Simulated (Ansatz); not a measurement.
# SiAs+ (triplet): from Hartree-Fock to the top rungs at distance Si1–As2 = 6.163 Å, cc-pVDZ

Aim: climb from Hartree-Fock through coupled cluster and multireference methods for SiAs+ (triplet) at one geometry and basis, and see what each rung misses.

Method: cc-pVDZ, core rule «outside noble gas», up to 19 orbitals frozen; program: Ansatz 0.2.0, Gaussian basis.

The runs, in order: UHF; CCSD(T) on ROHF; CCSD(T) on UHF; BCCD(T) on ROHF; CISD as a restricted active space (open shells left free, so some higher excitations enter); CCSDT(Q) on ROHF; CCSDT(Q) on UHF; CCSDTQ on ROHF; CCSDTQ on UHF; CASSCF and MRCISD+Q, 4 electrons in 4 orbitals; CASSCF and NEVPT2, 4 electrons in 4 orbitals; CASSCF and MRCISD+Q, 8 electrons in 8 orbitals; CASSCF and NEVPT2, 8 electrons in 8 orbitals; Full CI; Full CI in the symmetry of the determinant.

3 further runs of the same task are left out: 2 for a known fault of the program, 1 that didn't finish. Runs told in other sessions of the task aren't counted.

## (1) The system

The geometry derives from a PBE0/def2-TZVP stationary point (not a proven minimum). One bond is set to the value named and the two fragments are kept rigid. No spin-orbit coupling is included. The filled d shell of As may be among the frozen orbitals whatever the setting's name suggests.

2 atoms, charge 1, spin multiplicity 3.

Atoms are counted from 1 here; the program's logs count them from 0.

No contacts short enough for the rule that draws bonds.

## (2) UHF

File in.yaml:

```yaml
crystal:
  periodic: [false, false, false]
  atoms:
    - {symbol: Si, position_ang: [0.000000, 0.000000, 0.000000]}
    - {symbol: As, position_ang: [0.000000, 0.000000, 6.163000]}
basis:
  gaussian: {orbitals: cc-pVDZ}
total_charge: 1
magnetization: {spin_polarized: true, initial_magnetization: 2}
hamiltonian: {xc: hf}
output: {orbitals: {seedname: orbitals}}
```

Run with:

```bash
$ ansatz run in.yaml --threads 1 --pin off --events-out ev --progress --plain --max-ram 4096MiB --backend cpu
```

After this run come: CCSD(T) on ROHF; CCSD(T) on UHF; BCCD(T) on ROHF; CISD as a restricted active space (open shells left free, so some higher excitations enter); CCSDT(Q) on ROHF; CCSDT(Q) on UHF; CCSDTQ on ROHF; CCSDTQ on UHF; CASSCF and MRCISD+Q, 4 electrons in 4 orbitals; CASSCF and NEVPT2, 4 electrons in 4 orbitals; CASSCF and MRCISD+Q, 8 electrons in 8 orbitals; CASSCF and NEVPT2, 8 electrons in 8 orbitals; Full CI; Full CI in the symmetry of the determinant.

Q: Predict the results of all the runs planned. Wanted: FCI from the RHF energy; RMP2 from FCI; UMP2 from FCI; RCCSD from FCI; RCCSD(T) from FCI; UCCSD(T) from FCI; RCCSDT(Q) from FCI; UCCSDT(Q) from FCI; NEVPT2 pair from FCI.

**Answer**, as computed:

| quantity | value |
| --- | --- |
| FCI from the ROHF energy | -5.8518 eV |
| RMP2 from FCI | +2746.6 meV |
| UMP2 from FCI | +935.5 meV |
| RCCSD from FCI | +63.0 meV |
| RCCSD(T) from FCI | -28.1 meV |
| UCCSD(T) from FCI | -4.1 meV |
| RCCSDT(Q) from FCI | -3.9 meV |
| UCCSDT(Q) from FCI | -19.3 meV |
| NEVPT2 pair from FCI | +896.5 meV |
| MRCISD+Q pair from FCI | -85.0 meV |
| NEVPT2 valence from FCI | +679.3 meV |
| levels within 1 kcal/mol (43 meV) | UCCSD, RCCSD(T), UCCSD(T), BCCD(T), RCCSDT, UCCSDT, RCCSDT(Q), UCCSDT(Q), UCCSDTQ, MRCISD+Q valence |
| T1 diagnostic | 0.556 |
| effectively unpaired electrons | 4.06 |

In words: RCCSD(T) lands -28.1 meV from the yardstick (0.5 % of the correlation energy). CCSD(T) misses by -28.1 meV on the restricted determinant and by -4.1 meV on the unrestricted one; the two need not hold the same state or core. RCCSD(T), UCCSD(T), UCCSDT, RCCSDT(Q), UCCSDT(Q), UCCSDTQ, MRCISD+Q pair, MRCISD+Q valence fall below full CI: unrestricted runs freeze a spin-polarised core, another one than full CI's, and coupled cluster isn't variational. With 4.1 effectively unpaired electrons against 2 the state is strongly multireference. Coupled cluster on one determinant still stays close here. Of the multireference levels listed MRCISD+Q valence comes nearest in total energy (-30.3 meV), which doesn't show that its space is the better one. Coupled cluster took another determinant than the lowest Hartree-Fock one. These misses are within one basis, not against nature; the frozen cores of restricted and unrestricted runs differ, which can shift their rows.

Levels on UHF freeze UHF's core orbitals, full CI those of ROHF, so the U rows can settle a little off it for that reason alone.

With open shells the CI space here admits some higher excitations, so it is larger than plain CISD.
